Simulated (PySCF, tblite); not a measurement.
**C₇H₁₂O: infrared bands and NMR shifts**

What infrared bands and NMR shifts should C₇H₁₂O (`CC(C)O[C@H]1[C@@H]2C[C@@H]21`) show?

Computed with tblite 0.8.0 and PySCF 2.14.0, with density-fitted response routines of our own, on a single molecule in the gas phase. Atoms are numbered from 0 throughout.

### 1 The starting structure

20 atoms, charge 0, multiplicity 1; geometry from: GFN2-xTB.

Bonds of the start (Å): C0–C1 1.53, C1–C2 1.53, C1–O3 1.43, O3–C4 1.39, C4–C5 1.49, C5–C6 1.49, C6–C7 1.49, C7–C4 1.50, C7–C5 1.49, C0–H8 1.09, C0–H9 1.09, C0–H10 1.09, C1–H11 1.10, C2–H12 1.09, C2–H13 1.09, C2–H14 1.09, C4–H15 1.09, C5–H16 1.07, C6–H17 1.08, C6–H18 1.09, C7–H19 1.07.

### 2 Infrared spectrum with GFN2-xTB

The job: settings as JSON, then the geometry in Å.

```
{"job": {"kind": "ir", "xc": "GFN2-xTB", "basis": "xTB"}, "charge": 0, "multiplicity": 1}
C     -2.202753     0.918291     1.017992
C     -1.247585    -0.134389     0.464216
C     -2.009100    -1.200560    -0.326030
O     -0.313206     0.552052    -0.365152
C      0.910217    -0.083179    -0.522931
C      2.040374     0.751101    -1.024115
C      3.138287    -0.137105    -0.534047
C      2.045498     0.284668     0.393725
H     -1.651198     1.657817     1.592252
H     -2.947708     0.452336     1.657137
H     -2.700819     1.422652     0.194390
H     -0.706452    -0.614492     1.295000
H     -2.516289    -0.736396    -1.168096
H     -2.744742    -1.682137     0.312230
H     -1.330655    -1.960571    -0.705751
H      0.835954    -1.121237    -0.858382
H      2.046823     1.709963    -1.492586
H      4.114803     0.307964    -0.395177
H      3.172350    -1.168243    -0.871359
H      2.061053     0.792144     1.333648
```

**Question.** This job is followed by: GIAO PBE0/pcSseg-1 NMR shielding, non-relativistic, gas phase. Predict these results of the whole session: strongest single infrared mode (GFN2-xTB); zero-point energy (GFN2-xTB); ¹³C shifts against TMS (PBE0/pcSseg-1, means over atoms taken as alike); ¹H shifts against TMS (PBE0/pcSseg-1, means over atoms taken as alike); ¹⁷O shifts against H2O (PBE0/pcSseg-1).

As calculated:

| quantity | value |
| --- | --- |
| strongest single infrared mode (GFN2-xTB) | 1133 cm⁻¹, 134 km/mol |
| zero-point energy (GFN2-xTB) | 107.8 kcal/mol |
| ¹³C shifts against TMS (PBE0/pcSseg-1, means over atoms taken as alike) | 76.5, 72.7, 24.3, 16.0, 2.6 ppm |
| ¹H shifts against TMS (PBE0/pcSseg-1, means over atoms taken as alike) | 3.60, 2.40, 1.75, 1.15, 0.99, -0.25 ppm |
| ¹⁷O shifts against H2O (PBE0/pcSseg-1) | 89.5 ppm |

What this shows: No mode is imaginary among the 54: a minimum at this level. The strongest single mode, at 1133 cm⁻¹, has its largest shares on O3, C1 and C4 (the list is cut at 3 atoms). Unscaled tight-binding wavenumbers are off by several per cent, some by more. Its intensities can rank the bands wrongly. C1 (sp3 CH bonded to O) lies farthest downfield among carbon, at 76.5 ppm; deshielded by the electronegative neighbour. H11 (hydrogen on an sp3 CH bonded to O) lies farthest downfield among hydrogen, at 3.60 ppm; its carbon carries O, hence the downfield position. At PBE0/pcSseg-1: Shielding is most anisotropic at C4 (span 102 ppm, paramagnetic term -125 ppm).
